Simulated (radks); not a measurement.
**Sc⁺ inside a hard spherical wall**

The task here is to estimate one member of a computed series from the others.

Method: non-relativistic Kohn-Sham, PBEsol, spin-polarised, spherical densities, point nucleus; open shells are filled with parallel spins first. Code: radks (a radial shooting solver on a logarithmic mesh, Libxc functionals) version 1.

## What is computed

* element: scandium (Z = 21)
* charge: +1
* electrons: 20
* configuration: [Ar] 3d1 4s1

The outer shells:

Sc⁺
```
[Ar] core
3d [↑ ][  ][  ][  ][  ]
4s [↑ ]
```

Set-up of the first run:

Input:

```text
Z 21
configuration [Ar] 3d1 4s1 4p0 5s0 4d0
relativity non-relativistic
functional pbe_sol,pbe_sol
spin polarised
nucleus point
```

Steps of the session up to this table: The free atom; Wall at 15 bohr; Wall at 12 bohr; Wall at 10 bohr; Wall at 8 bohr; Wall at 5 bohr; Wall at 3.5 bohr; Wall at 3 bohr; Wall at 2.5 bohr; Wall at 2 bohr.

One of the session's tables, all rows but one given; the rest of the session is left out.

| R (bohr) | E − E(free) (eV) | ε(4s) (eV) | ε(4p, empty) (eV) | ε(5s, empty) (eV) | ε(4d, empty) (eV) |
| --- | --- | --- | --- | --- | --- |
| free | 0.000 | -10.205 | -6.713 | - | - |
| 15 | 0.000 | -10.205 | -6.713 | -3.037 | -2.573 |
| 12 | 0.000 | -10.205 | -6.710 | -2.781 | -2.439 |
| 10 | 0.003 | -10.198 | -6.684 | -2.085 | -2.096 |
| 8 | 0.047 | -10.118 | -6.477 | 0.185 | -1.036 |
| 5 | ? | ? | ? | ? | ? |
| 3.5 | 14.229 | 4.213 | 12.548 | 66.338 | 27.788 |
| 3 | 29.940 | 17.327 | 27.619 | 107.28 | 44.740 |
| 2.5 | 70.620 | 46.011 | 58.555 | 184.28 | 76.099 |
| 2 | 194.63 | 115.51 | 129.23 | 346.81 | 141.26 |

**Question.** Estimate the row for R (bohr) = 5.

Worked estimate for «E − E(free) (eV)». A straight line through the neighbours (8, 0.047) and (3.5, 14.229) gives 0.047 + (14.229 − 0.047) × (5 − 8) / (3.5 − 8) = 9.502; a parabola fitted to 4 rows on both sides gives 8.436.

The run gave: E − E(free) (eV): 2.084; ε(4s) (eV): -7.637; ε(4p, empty) (eV): -2.517; ε(5s, empty) (eV): 18.666; ε(4d, empty) (eV): 7.309. In «E − E(free) (eV)» the line misses by +7.418 and the parabola by +6.352. Between these rows the values bend or scatter more than so simple an estimate can follow.

What this shows: Eigenvalues are for spin up. Shells are not refilled when levels cross, and a hard wall is a model, not a crystal.
